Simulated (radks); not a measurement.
# Excited configurations of Fe

The task here is to estimate one member of a computed series from the others.

Method: non-relativistic Kohn-Sham, PBEsol, spin-polarised, spherical densities, point nucleus; open shells are filled with parallel spins first. Code: radks (a radial shooting solver on a logarithmic mesh, Libxc functionals) version 1.

1 further run of the same task is left out (it didn't finish).

### The system

```
element       : iron (Z = 26)
charge        : 0
electrons     : 26
configuration : [Ar] 3d6 4s2
```

The outer shells:

Fe
```
[Ar] core
3d [↑↓][↑ ][↑ ][↑ ][↑ ]
4s [↑↓]
```

Set-up of the first run:

The run's settings:

```text
Z 26
configuration [Ar] 3d6 4s2
relativity non-relativistic
functional pbe_sol,pbe_sol
spin polarised
nucleus point
```

Among the steps run: Ground configuration: [Ar] 3d6 4s2.

One table of the session follows, with a row left open; its other results are not shown here.

It belongs to the step «Ground configuration: [Ar] 3d6 4s2». Radial moments (bohr):

| level | <r> | outermost maximum (interpolated) | 90 % within | nodes |
| --- | --- | --- | --- | --- |
| 3s up | 0.8194 | 0.708 | 1.23 | 2 |
| 3s down | 0.8224 | 0.709 | 1.23 | 2 |
| 3p up | 0.8603 | 0.716 | 1.33 | 1 |
| 3p down | 0.8659 | 0.717 | 1.34 | 1 |
| 3d up | 1.104 | 0.705 | 1.93 | 0 |
| 4s up | ? | ? | ? | ? |
| 3d down | 1.208 | 0.716 | 2.18 | 0 |
| 4s down | 3.136 | 2.54 | 4.80 | 3 |

**Question.** Estimate the row for 4s up.

**Answer.** <r>: 2.939; outermost maximum (interpolated): 2.39; 90 % within: 4.48; nodes: 3. In the column «<r>» it lies between 3d down (1.208) and 4s down (3.136).

Caveats from the session: Open shells are spherical and high-spin; term and fine-structure splittings are not resolved.
